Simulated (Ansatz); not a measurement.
# Au: the cost of one run

Method: DFT PBEsol, scalar-relativistic, plane waves, PAW, in Ansatz 0.2.0.

2 further runs of the same task are left out: 2 set aside as unsound or not needed. Runs told in other sessions of the task aren't counted.

## (1) The structure to begin with

The structure is hexagonal, space group P6_3/mmc (No. 194). The conventional cell has a = 2.865 Å, b = 2.865 Å, c = 4.791 Å, α = 90.00°, β = 90.00°, γ = 120.00°. Around Au (site symmetry -6m2) lie 12 Au at 2.87 to 2.91 Å.

Coordinates:

```
Au
1.0
    -1.43260   -2.48133    0.00000
     1.43260   -2.48133    0.00000
     0.00000    0.00000    9.58116
Au
4
Direct
  0.66667 0.66667 0.37500
  0.66667 0.66667 0.87500
  0.33333 0.33333 0.12500
  0.33333 0.33333 0.62500
```

It is built from the cell relaxed beforehand with the same method (17.03 Å³/atom).

## (2) Zero of the scan

Input file input.yaml:

```yaml
crystal:
  lattice:
    - [-1.4325950641, -2.4813274378, 0.0]
    - [1.4325950641, -2.4813274378, 0.0]
    - [0.0, 0.0, 9.5811559621]
  atoms:
    - { symbol: Au, position: [0.6666666667, 0.6666666667, 0.375] }
    - { symbol: Au, position: [0.6666666667, 0.6666666667, 0.875] }
    - { symbol: Au, position: [0.3333333333, 0.3333333333, 0.125] }
    - { symbol: Au, position: [0.3333333333, 0.3333333333, 0.625] }
basis:
  ecutwfc: 420
kpoints:
  mp_grid: { grid: [24, 24, 6] }
hamiltonian:
  xc: pbesol
scf:
  occupations: { method: gaussian, width: 0.15 }
output:
  forces: true
  stress: true
  eigenvalues: true
```

Started as:

```bash
ansatz run input.yaml --threads 2 --pin off --max-ram 5120MiB --backend cpu --events-out ev --progress --plain --runs-dir out
```

What time and memory should one allow on 2 threads of Arm Neoverse V1, shared host?

About 17 s, with a peak of 0.7 GiB.
